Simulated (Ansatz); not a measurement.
# LiAg3: the cost of one run

Program: Ansatz 0.2.0. Level of theory: DFT r2SCAN, scalar-relativistic, plane waves, PAW. These are calculated values, not measurements.

### Step 1. Starting point

The structure is tetragonal, space group I4/mmm (No. 139). The conventional cell has a = 4.044 Å, b = 4.044 Å, c = 8.101 Å, α = 90.00°, β = 90.00°, γ = 90.00°. Li (site symmetry 4/mmm) has 12 Ag at 2.86 Å as nearest neighbours. Ag (site symmetry -4m2) has 8 Ag at 2.86 Å and 4 Li at 2.86 Å as nearest neighbours. Around Ag (site symmetry 4/mmm) lie 4 Li at 2.86 Å and 8 Ag at 2.86 Å.

Coordinates:

```cif
data_structure
_symmetry_space_group_name_H-M 'P 1'
_symmetry_Int_Tables_number 1
_cell_length_a 4.9580
_cell_length_b 4.9580
_cell_length_c 4.9580
_cell_angle_alpha 131.865
_cell_angle_beta 131.865
_cell_angle_gamma 70.442
_cell_volume 66.23
loop_
_atom_site_label
_atom_site_type_symbol
_atom_site_fract_x
_atom_site_fract_y
_atom_site_fract_z
_atom_site_occupancy
Li1 Li 0.00000 0.00000 0.00000 1
Ag1 Ag 0.75000 0.25000 0.50000 1
Ag2 Ag 0.25000 0.75000 0.50000 1
Ag3 Ag 0.50000 0.50000 0.00000 1
```

The structure comes from the Materials Project (structure only).

(A quick probe on a coarse mesh, which set the mesh and smearing, is not shown.)

### Step 3. The relaxation

input.yaml reads:

```yaml
crystal:
  lattice:
    - [-2.02191782, 2.02191782, 4.05030663]
    - [2.02191782, -2.02191782, 4.05030663]
    - [2.02191782, 2.02191782, -4.05030663]
  atoms:
    - { symbol: Li, position: [0.0, 0.0, 0.0] }
    - { symbol: Ag, position: [0.75, 0.25, 0.5] }
    - { symbol: Ag, position: [0.25, 0.75, 0.5] }
    - { symbol: Ag, position: [0.5, 0.5, 0.0] }
basis:
  ecutwfc: 500
kpoints:
  mp_grid: { grid: [14, 14, 14] }
hamiltonian:
  xc: r2scan
scf:
  occupations: { method: gaussian, width: 0.1 }
output:
  forces: true
  stress: true
  eigenvalues: true
relax:
  adjacent_minimum: "off"
  f_tol: 0.005
  max_steps: 80
  cell: { stress_tol: 0.05 }
```

On the command line:

```bash
> ansatz run input.yaml --threads 1 --pin off --max-ram 2560MiB --backend cpu --events-out ev --progress --plain --runs-dir out
```

What time and memory should one allow on 1 thread of Intel Xeon 6975P-C (Granite Rapids), shared host?

About 3.9 min, with a peak of 1.1 GiB.
